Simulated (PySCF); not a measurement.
# CH₇BPSb: NMR shieldings

Wanted: NMR shieldings for CH₇BPSb (`C[B](P)[SbH2]`).

Computed with PySCF 2.14.0 and routines of our own; the level stands in each step. Atoms count from 0.

## (1) The system as given

11 atoms, charge 0, multiplicity 1; geometry from: GFN2-xTB.

## (2) NMR shieldings: PBE0/pcSseg-1 Sb:us-x2c-TZVPall-2c, spin–orbit

What the job is given:

```
{"job": {"kind": "hnmr", "xc": "PBE0", "basis": {"default": "pcSseg-1", "Sb": "us-x2c-TZVPall-2c"}, "rel": "so"}, "charge": 0, "multiplicity": 1}
C      0.206107    -1.477201     0.267990
B     -0.129778    -0.023362    -0.212920
P     -1.896047     0.539583    -0.425398
Sb     1.438432     1.196864    -1.163361
H      1.156902    -1.537858     0.798205
H     -0.560107    -1.934254     0.894419
H      0.311796    -2.116170    -0.612968
H     -1.782644     1.848036     0.005584
H     -2.454081     0.075045     0.750612
H      2.629616     0.825892    -0.023778
H      1.085229     2.606095    -0.304349
```

With the program's defaults for keys left out, this is: PBE0/pcSseg-1 Sb:us-x2c-TZVPall-2c GIAO NMR shielding, X2C with spin-orbit coupling, screened-nuclear two-electron part, Gaussian nuclei, gas phase.

On the command line:

```bash
$ OMP_NUM_THREADS=1 python heavy_run.py task.json out
```

This one command runs all jobs of the session in turn.

Output:

```text
spin-free SCF
coarse grid: 42104 points
cycle   1  E = -6889.4237357655  dE = -1.074e-01  |g| = 3.427e-01  |ddm| = 1.396e+01
cycle   2  E = -6889.4172353653  dE =  6.500e-03  |g| = 3.388e-01  |ddm| = 6.557e-01
cycle   3  E = -6889.4483409423  dE = -3.111e-02  |g| = 6.778e-02  |ddm| = 4.042e-01
cycle   4  E = -6889.4493231628  dE = -9.822e-04  |g| = 3.765e-02  |ddm| = 1.172e-01
cycle   5  E = -6889.4496698536  dE = -3.467e-04  |g| = 3.763e-03  |ddm| = 4.106e-02
cycle   6  E = -6889.4496735035  dE = -3.650e-06  |g| = 1.335e-03  |ddm| = 7.252e-03
final grid: 85992 points
cycle   7  E = -6889.4479532816  dE = -5.655e-07  |g| = 1.936e-03  |ddm| = 4.636e-03
cycle   8  E = -6889.4479527810  dE =  5.006e-07  |g| = 2.067e-03  |ddm| = 3.951e-03
cycle   9  E = -6889.4479538479  dE = -1.067e-06  |g| = 3.970e-04  |ddm| = 2.615e-03
cycle  10  E = -6889.4479538803  dE = -3.245e-08  |g| = 1.894e-04  |ddm| = 5.883e-04
cycle  11  E = -6889.4479538885  dE = -8.201e-09  |g| = 2.208e-05  |ddm| = 2.211e-04
converged SCF energy = -6889.4479538885
two-component SCF
cycle   1  E = -6888.7142138568  dE = -6.889e+03  |FDS-SDF| = 4.860e+01
cycle   2  E = -6890.3916908646  dE = -1.677e+00  |FDS-SDF| = 3.447e-01
cycle   3  E = -6890.3922094305  dE = -5.186e-04  |FDS-SDF| = 9.758e-03
cycle   4  E = -6890.3922219578  dE = -1.253e-05  |FDS-SDF| = 4.542e-03
cycle   5  E = -6890.3922236651  dE = -1.707e-06  |FDS-SDF| = 1.303e-03
cycle   6  E = -6890.3922241026  dE = -4.376e-07  |FDS-SDF| = 4.078e-04
cycle   7  E = -6890.3922241724  dE = -6.979e-08  |FDS-SDF| = 1.846e-04
cycle   8  E = -6890.3922241846  dE = -1.216e-08  |FDS-SDF| = 4.301e-05
converged, E = -6890.3922241846

Field gradients (au) and densities at the nuclei (bohr^-3)
atom        Vxx        Vyy        Vzz        centre      nuclear mean
  0 C      0.0130     0.0749    -0.0879        114.463        114.462
  1 B     -0.1814    -0.3149     0.4962         64.663         64.663
  2 P      0.2117     0.7809    -0.9927       1939.290       1939.262
  3 Sb     0.9208     2.8686    -3.7895     190773.932     189337.879
  4 H     -0.1542    -0.1602     0.3144          0.378          0.378
  5 H     -0.1554    -0.1594     0.3149          0.380          0.380
  6 H     -0.1544    -0.1580     0.3124          0.373          0.373
  7 H     -0.0952    -0.1197     0.2149          0.360          0.360
  8 H     -0.0970    -0.1190     0.2160          0.361          0.361
  9 H     -0.0597    -0.0692     0.1289          0.331          0.331
 10 H     -0.0598    -0.0704     0.1302          0.331          0.331
without picture change
  3 Sb                          -4.0944                    394855.264

Core orbital energies (eV)
atom   shell        mean    spread
  2 P  1s        -2106.698   0.000
  2 P  2s         -180.607   0.000
  2 P  3s          -18.745   0.000
  2 P  2p1/2      -129.624   0.000
  2 P  2p3/2      -128.715   0.066
  3 Sb 1s       -30343.044   0.000
  3 Sb 2s        -4640.548   0.000
  3 Sb 3s         -919.577   0.000
  3 Sb 4s         -154.943   0.000
  3 Sb 5s          -16.308   0.000
  3 Sb 2p1/2     -4338.037   0.000
  3 Sb 2p3/2     -4086.732   0.010
  3 Sb 3p1/2      -795.742   0.000
  3 Sb 3p3/2      -748.884   0.054
  3 Sb 4p1/2      -112.542   0.000
  3 Sb 4p3/2      -103.846   0.088
  3 Sb 3d3/2      -530.797   0.032
  3 Sb 3d5/2      -521.234   0.042
  3 Sb 4d3/2       -36.347   0.121
  3 Sb 4d5/2       -35.088   0.170

Shielding tensors (ppm)
atom      isotropic    diamagn.    paramagn.     s11        s22        s33       span
  0 C       160.60      251.71      -91.11     136.03     167.95     177.82      41.79
  1 B       -15.45      191.05     -206.50    -113.40     -66.30     133.37     246.77
  2 P       466.68      950.30     -483.62     357.37     430.07     612.60     255.23
  3 Sb     4054.96     4855.27     -800.31    3799.04    3867.71    4498.12     699.09
  4 H        29.25       30.93       -1.68      23.94      30.63      33.17       9.23
  5 H        29.43       30.66       -1.24      25.07      28.59      34.62       9.55
  6 H        30.30       29.58        0.72      26.71      28.81      35.38       8.67
  7 H        28.29       30.32       -2.03      22.11      29.09      33.66      11.55
  8 H        28.51       30.21       -1.70      24.27      25.69      35.58      11.31
  9 H        30.35       29.29        1.06      21.38      27.49      42.18      20.81
 10 H        29.77       29.12        0.65      19.36      28.05      41.91      22.55
```

Wall time 99 s (1 thread of Arm Neoverse V2, shared host); peak memory 1.3 GiB.

From this job:

| quantity | value |
| --- | --- |
| energy from spin-orbit coupling | -0.9443 Eh |

The fields below are evaluated on a grid from the run's orbitals.

Frontier orbitals at PBE0/us-x2c-TZVPall-2c+pcSseg-1, with the share of their density that lies nearest to each atom:

| orbital | energy (eV) | lies on |
| --- | --- | --- |
| HOMO | -6.69 | Sb3 46 %; B1 18 %; P2 15 % |
| LUMO | -1.69 | B1 55 %; P2 11 %; Sb3 8 % |

ELF in a plane through or near 6 of the atoms.

Values, 10 rows by 14 columns:
```
0.00 0.00 0.00 0.00 0.00 0.00 0.00 0.00 0.00 0.00 0.00 0.00 0.00 0.00
0.00 0.00 0.00 0.00 0.00 0.01 0.01 0.03 0.06 0.00 0.00 0.00 0.00 0.00
0.00 0.00 0.00 0.01 0.78 0.95 0.29 0.91 1.00 0.64 0.00 0.00 0.00 0.00
0.00 0.00 0.00 0.03 0.97 1.00 0.69 0.72 0.85 0.03 0.13 0.25 0.00 0.00
0.00 0.00 0.00 0.00 0.01 0.05 0.61 0.71 0.21 0.31 1.00 1.00 0.39 0.00
0.00 0.00 0.01 0.95 1.00 0.81 0.86 0.36 0.66 0.32 0.76 0.81 0.13 0.00
0.00 0.00 0.00 0.35 0.71 0.66 0.87 0.10 0.33 0.92 0.82 0.16 0.01 0.00
0.00 0.00 0.00 0.00 0.06 0.79 0.97 0.07 0.58 1.00 0.99 0.34 0.00 0.00
0.00 0.00 0.00 0.00 0.00 0.01 0.01 0.00 0.01 0.12 0.05 0.00 0.00 0.00
0.00 0.00 0.00 0.00 0.00 0.00 0.00 0.00 0.00 0.00 0.00 0.00 0.00 0.00
```
The map spans 10.8 Å across and 10.2 Å up, centred on the molecule. Atoms in the plane (x, y in Å): H4 (-0.9, -1.8), H5 (-2.1, -0.5), H7 (0.6, 2.5), H8 (-1.4, 2.1), H9 (2.0, -1.8), H10 (2.8, 0.4).

On the surface of density 0.002 e/bohr³ the electrostatic potential runs, from the 1st to the 99th percentile, from -0.76 V near P2 to 0.94 V near Sb3.

## (3) NMR shieldings: PBE0/pcSseg-1 Sb:us-x2c-TZVPall-2c, spin-free

Settings changed since step 2:

```diff
@@ -1,2 +1,2 @@
-{"job": {"kind": "hnmr", "xc": "PBE0", "basis": {"default": "pcSseg-1", "Sb": "us-x2c-TZVPall-2c"}, "rel": "so"}, "charge": 0, "multiplicity": 1}
+{"job": {"kind": "hnmr", "xc": "PBE0", "basis": {"default": "pcSseg-1", "Sb": "us-x2c-TZVPall-2c"}, "rel": "sf"}, "charge": 0, "multiplicity": 1}
 C      0.206107    -1.477201     0.267990
```

Method: PBE0/pcSseg-1 Sb:us-x2c-TZVPall-2c GIAO NMR shielding, spin-free X2C, Gaussian nuclei, gas phase.

Output:

```text
spin-free SCF
coarse grid: 42104 points
cycle   1  E = -6889.4237357655  dE = -1.074e-01  |g| = 3.427e-01  |ddm| = 1.396e+01
cycle   2  E = -6889.4172353653  dE =  6.500e-03  |g| = 3.388e-01  |ddm| = 6.557e-01
cycle   3  E = -6889.4483409423  dE = -3.111e-02  |g| = 6.778e-02  |ddm| = 4.042e-01
cycle   4  E = -6889.4493231628  dE = -9.822e-04  |g| = 3.765e-02  |ddm| = 1.172e-01
cycle   5  E = -6889.4496698536  dE = -3.467e-04  |g| = 3.763e-03  |ddm| = 4.106e-02
cycle   6  E = -6889.4496735035  dE = -3.650e-06  |g| = 1.335e-03  |ddm| = 7.252e-03
final grid: 85992 points
cycle   7  E = -6889.4479532816  dE = -5.655e-07  |g| = 1.936e-03  |ddm| = 4.636e-03
cycle   8  E = -6889.4479527810  dE =  5.006e-07  |g| = 2.067e-03  |ddm| = 3.951e-03
cycle   9  E = -6889.4479538479  dE = -1.067e-06  |g| = 3.970e-04  |ddm| = 2.615e-03
cycle  10  E = -6889.4479538803  dE = -3.245e-08  |g| = 1.894e-04  |ddm| = 5.883e-04
cycle  11  E = -6889.4479538885  dE = -8.201e-09  |g| = 2.208e-05  |ddm| = 2.211e-04
converged SCF energy = -6889.4479538885
check of the scalar solution
cycle   1  E = -6889.4479538885  dE = -6.889e+03  |FDS-SDF| = 4.963e+00
cycle   2  E = -6889.4491556202  dE = -1.202e-03  |FDS-SDF| = 3.378e-03
cycle   3  E = -6889.4491556211  dE = -9.650e-10  |FDS-SDF| = 9.221e-05
cycle   4  E = -6889.4491556210  dE =  1.610e-10  |FDS-SDF| = 6.742e-05
converged, E = -6889.4491556210

Field gradients (au) and densities at the nuclei (bohr^-3)
atom        Vxx        Vyy        Vzz        centre      nuclear mean
  0 C      0.0130     0.0750    -0.0879        114.463        114.463
  1 B     -0.1817    -0.3147     0.4964         64.663         64.663
  2 P      0.2118     0.7812    -0.9930       1939.296       1939.268
  3 Sb     0.9154     2.8649    -3.7803     190654.973     189218.919
  4 H     -0.1542    -0.1602     0.3144          0.378          0.378
  5 H     -0.1554    -0.1594     0.3149          0.380          0.380
  6 H     -0.1544    -0.1580     0.3124          0.373          0.373
  7 H     -0.0952    -0.1197     0.2149          0.360          0.360
  8 H     -0.0970    -0.1190     0.2160          0.361          0.361
  9 H     -0.0597    -0.0693     0.1290          0.331          0.331
 10 H     -0.0598    -0.0705     0.1303          0.331          0.331
without picture change
  3 Sb                          -4.0880                    394870.106

Core orbital energies (eV)
atom   shell        mean    spread
  2 P  1s        -2106.697   0.000
  2 P  2s         -180.606   0.000
  2 P  3s          -18.745   0.000
  2 P  2p         -129.016   0.110
  3 Sb 1s       -30344.753   0.000
  3 Sb 2s        -4640.893   0.000
  3 Sb 3s         -919.664   0.000
  3 Sb 4s         -154.968   0.000
  3 Sb 5s          -16.314   0.000
  3 Sb 2p        -4167.383   0.018
  3 Sb 3p         -763.965   0.087
  3 Sb 4p         -106.648   0.146
  3 Sb 3d         -525.097   0.045
  3 Sb 4d          -35.604   0.233

Shielding tensors (ppm)
atom      isotropic    diamagn.    paramagn.     s11        s22        s33       span
  0 C       162.31      251.42      -89.11     137.96     170.88     178.10      40.14
  1 B       -21.36      190.94     -212.29    -126.16     -66.64     128.73     254.89
  2 P       480.46      962.73     -482.27     373.94     444.29     623.15     249.21
  3 Sb     3188.22     5277.84    -2089.62    2868.24    3122.49    3573.94     705.70
  4 H        29.33       30.91       -1.59      24.29      30.64      33.04       8.75
  5 H        29.59       30.67       -1.08      25.38      28.66      34.71       9.33
  6 H        30.12       29.57        0.55      26.40      28.78      35.19       8.79
  7 H        28.28       30.31       -2.03      22.45      28.99      33.40      10.95
  8 H        28.44       30.23       -1.79      23.99      25.66      35.67      11.68
  9 H        28.08       29.40       -1.33      19.37      22.16      42.70      23.33
 10 H        27.92       29.27       -1.36      18.83      22.53      42.38      23.56
```

Wall time 30 s (1 thread of Arm Neoverse V2, shared host); peak memory 1.1 GiB.

## (4) Shieldings side by side

| run | Sb3 | P2 | B1 | H9 | H10 | C0 | H6 | time |
| --- | --- | --- | --- | --- | --- | --- | --- | --- |
| step 2, PBE0/pcSseg-1 Sb:us-x2c-TZVPall-2c, spin–orbit | 4055.0 | 466.7 | -15.4 | 30.3 | 29.8 | 160.6 | 30.3 | 99 s |
| step 3, PBE0/pcSseg-1 Sb:us-x2c-TZVPall-2c, spin-free | 3188.2 | 480.5 | -21.4 | 28.1 | 27.9 | 162.3 | 30.1 | 30 s |

## (5) Outcome

| quantity | value |
| --- | --- |
| energy from spin-orbit coupling (step 2, PBE0/pcSseg-1 Sb:us-x2c-TZVPall-2c, spin–orbit) | -0.9443 Eh |
| shieldings (step 2, PBE0/pcSseg-1 Sb:us-x2c-TZVPall-2c, spin–orbit) | C0 160.6, B1 -15.4, P2 466.7, Sb3 4055.0 ppm |
| surface potential, 1st and 99th percentile | -0.76 V and 0.94 V |
| shieldings (step 3, PBE0/pcSseg-1 Sb:us-x2c-TZVPall-2c, spin-free) | C0 162.3, B1 -21.4, P2 480.5, Sb3 3188.2 ppm |

What this shows: A contracted two-component basis is stiff near heavy nuclei, so the absolute shieldings of the heavy atoms from it are rough. In step 2, Sb3 has the widest tensor, 699 ppm. By nearest atom (PBE0/us-x2c-TZVPall-2c+pcSseg-1), the HOMO sits on Sb3 46 %; B1 18 % and the LUMO on B1 55 %; P2 11 %. Sb3 moves most between the runs, by 867 ppm; the labels say what changes from run to run.
